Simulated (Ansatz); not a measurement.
# Si23SnC24: the cost of one run

Method: DFT, PBE, plane-wave PAW, default files, scalar-relativistic, as far as a step names no other, in Ansatz 0.2.0.

## (1) The structure to begin with

It takes space group P1 (No. 1, triclinic). Conventional cell: a = 6.152 Å, b = 8.138 Å, c = 10.096 Å, α = 90.00°, β = 90.00°, γ = 100.89°. Around Sn (site symmetry 1) lie 4 C at 1.87 to 1.94 Å. Si (site symmetry 1) has 4 C at 1.87 to 1.94 Å as nearest neighbours. Only part of the 48 independent sites is listed.

As a file:

```
Sn Si C
1.0
     6.15200    0.00000    0.00000
    -4.61400    7.99168    0.00000
     0.00000    0.00000   10.09600
Sn Si C
1 23 24
Direct
  0.16667 0.22222 0.00000
  0.16667 0.22222 0.50000
  0.16667 0.55556 0.00000
  0.16667 0.55556 0.50000
  0.16667 0.88889 0.00000
  0.16667 0.88889 0.50000
  0.66667 0.22222 0.00000
  0.66667 0.22222 0.50000
  0.66667 0.55556 0.00000
  0.66667 0.55556 0.50000
  0.66667 0.88889 0.00000
  0.66667 0.88889 0.50000
  0.33333 0.11111 0.25000
  0.33333 0.11111 0.75000
  0.33333 0.44444 0.25000
  0.33333 0.44444 0.75000
  0.33333 0.77778 0.25000
  0.33333 0.77778 0.75000
  0.83333 0.11111 0.25000
  0.83333 0.11111 0.75000
  0.83333 0.44444 0.25000
  0.83333 0.44444 0.75000
  0.83333 0.77778 0.25000
  0.83333 0.77778 0.75000
  0.16667 0.22222 0.19250
  0.16667 0.22222 0.69250
  0.16667 0.55556 0.19250
  0.16667 0.55556 0.69250
  0.16667 0.88889 0.19250
  0.16667 0.88889 0.69250
  0.66667 0.22222 0.19250
  0.66667 0.22222 0.69250
  0.66667 0.55556 0.19250
  0.66667 0.55556 0.69250
  0.66667 0.88889 0.19250
  0.66667 0.88889 0.69250
  0.33333 0.11111 0.44250
  0.33333 0.11111 0.94250
  0.33333 0.44444 0.44250
  0.33333 0.44444 0.94250
  0.33333 0.77778 0.44250
  0.33333 0.77778 0.94250
  0.83333 0.11111 0.44250
  0.83333 0.11111 0.94250
  0.83333 0.44444 0.44250
  0.83333 0.44444 0.94250
  0.83333 0.77778 0.44250
  0.83333 0.77778 0.94250
```

Atom 1 of the input is the impurity.

## (2) First run, atoms as given

File input.yaml:

```yaml
crystal:
  lattice:
    - [6.152, 0.0, 0.0]
    - [-4.614, 7.991682426, 0.0]
    - [0.0, 0.0, 10.096]
  atoms:
    - { symbol: Sn, position: [0.1666666666, 0.2222222222, 0.0] }
    - { symbol: Si, position: [0.1666666666, 0.2222222222, 0.5] }
    - { symbol: Si, position: [0.1666666666, 0.5555555556, 0.0] }
    - { symbol: Si, position: [0.1666666666, 0.5555555556, 0.5] }
    - { symbol: Si, position: [0.1666666666, 0.8888888889, 0.0] }
    - { symbol: Si, position: [0.1666666666, 0.8888888889, 0.5] }
    - { symbol: Si, position: [0.6666666666, 0.2222222222, 0.0] }
    - { symbol: Si, position: [0.6666666666, 0.2222222222, 0.5] }
    - { symbol: Si, position: [0.6666666666, 0.5555555556, 0.0] }
    - { symbol: Si, position: [0.6666666666, 0.5555555556, 0.5] }
    - { symbol: Si, position: [0.6666666666, 0.8888888889, 0.0] }
    - { symbol: Si, position: [0.6666666666, 0.8888888889, 0.5] }
    - { symbol: Si, position: [0.3333333334, 0.1111111111, 0.25] }
    - { symbol: Si, position: [0.3333333334, 0.1111111111, 0.75] }
    - { symbol: Si, position: [0.3333333334, 0.4444444444, 0.25] }
    - { symbol: Si, position: [0.3333333334, 0.4444444444, 0.75] }
    - { symbol: Si, position: [0.3333333334, 0.7777777778, 0.25] }
    - { symbol: Si, position: [0.3333333334, 0.7777777778, 0.75] }
    - { symbol: Si, position: [0.8333333334, 0.1111111111, 0.25] }
    - { symbol: Si, position: [0.8333333334, 0.1111111111, 0.75] }
    - { symbol: Si, position: [0.8333333334, 0.4444444444, 0.25] }
    - { symbol: Si, position: [0.8333333334, 0.4444444444, 0.75] }
    - { symbol: Si, position: [0.8333333334, 0.7777777778, 0.25] }
    - { symbol: Si, position: [0.8333333334, 0.7777777778, 0.75] }
    - { symbol: C, position: [0.1666666666, 0.2222222222, 0.1925] }
    - { symbol: C, position: [0.1666666666, 0.2222222222, 0.6925] }
    - { symbol: C, position: [0.1666666666, 0.5555555556, 0.1925] }
    - { symbol: C, position: [0.1666666666, 0.5555555556, 0.6925] }
    - { symbol: C, position: [0.1666666666, 0.8888888889, 0.1925] }
    - { symbol: C, position: [0.1666666666, 0.8888888889, 0.6925] }
    - { symbol: C, position: [0.6666666666, 0.2222222222, 0.1925] }
    - { symbol: C, position: [0.6666666666, 0.2222222222, 0.6925] }
    - { symbol: C, position: [0.6666666666, 0.5555555556, 0.1925] }
    - { symbol: C, position: [0.6666666666, 0.5555555556, 0.6925] }
    - { symbol: C, position: [0.6666666666, 0.8888888889, 0.1925] }
    - { symbol: C, position: [0.6666666666, 0.8888888889, 0.6925] }
    - { symbol: C, position: [0.3333333334, 0.1111111111, 0.4425] }
    - { symbol: C, position: [0.3333333334, 0.1111111111, 0.9425] }
    - { symbol: C, position: [0.3333333334, 0.4444444444, 0.4425] }
    - { symbol: C, position: [0.3333333334, 0.4444444444, 0.9425] }
    - { symbol: C, position: [0.3333333334, 0.7777777778, 0.4425] }
    - { symbol: C, position: [0.3333333334, 0.7777777778, 0.9425] }
    - { symbol: C, position: [0.8333333334, 0.1111111111, 0.4425] }
    - { symbol: C, position: [0.8333333334, 0.1111111111, 0.9425] }
    - { symbol: C, position: [0.8333333334, 0.4444444444, 0.4425] }
    - { symbol: C, position: [0.8333333334, 0.4444444444, 0.9425] }
    - { symbol: C, position: [0.8333333334, 0.7777777778, 0.4425] }
    - { symbol: C, position: [0.8333333334, 0.7777777778, 0.9425] }
kpoints:
  mp_grid: { grid: [4, 3, 2] }
scf:
  occupations: { method: fermi_dirac, width: 0.01 }
hamiltonian:
  xc: pbe
  pseudopotentials: { kind: paw }
output:
  forces: true
  stress: true
  populations: true
  efg: { quadrupole_moments_barn: { Sn: -0.132 }, contact_densities: true }
  write_density: true
  write_potential: true
  elf: true
  volumetric_format: npy
```

Run with:

```
ansatz run input.yaml --threads 1 --pin off --max-ram 3072MiB --backend cpu --events-out ev --progress --plain --runs-dir out
```

What time and memory should one allow on 1 thread of Arm Neoverse V2, shared host?

About 2.8 min, with a peak of 1.3 GiB.
